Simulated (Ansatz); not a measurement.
# W (bcc type): the cost of one run

Program: Ansatz 0.2.0. Level of theory: DFT LDA, with the methods named in each step. These are calculated values, not measurements.

## Step 1: The system as given

It takes space group Im-3m (No. 229, cubic). The conventional cell has a = 3.157 Å, b = 3.157 Å, c = 3.157 Å, α = 90.00°, β = 90.00°, γ = 90.00°. Around W (site symmetry m-3m) lie 8 W at 2.73 Å.

Structure file:

```
CELL_PARAMETERS angstrom
-1.57842 1.57842 1.57842
1.57842 -1.57842 1.57842
1.57842 1.57842 -1.57842
ATOMIC_POSITIONS crystal
W 0.00000 0.00000 0.00000
```

Whether this phase is the stable one at these pressures isn't tested.

## Step 2: Cell relaxed at zero pressure, PAW

Contents of input.yaml:

```yaml
crystal:
  lattice:
    - [-1.5784212184, 1.5784212184, 1.5784212184]
    - [1.5784212184, -1.5784212184, 1.5784212184]
    - [1.5784212184, 1.5784212184, -1.5784212184]
  atoms:
    - { symbol: W, position: [0.0, 0.0, 0.0] }
kpoints:
  mp_grid: { grid: [19, 19, 19] }
scf:
  occupations: { method: fermi_dirac, width: 0.1 }
hamiltonian:
  xc: lda
  pseudopotentials: { kind: paw }
output:
  forces: true
  stress: true
relax:
  f_tol: 0.005
  max_steps: 40
  cell: {}
```

On the command line:

```bash
$ ansatz run input.yaml --threads 1 --pin off --max-ram 2048MiB --backend cpu --events-out ev --progress --plain --runs-dir out
```

What time and memory should one allow on 1 thread of Intel Xeon 6975P-C (Granite Rapids), shared host?

About 4.2 s, with a peak of 0.38 GiB.
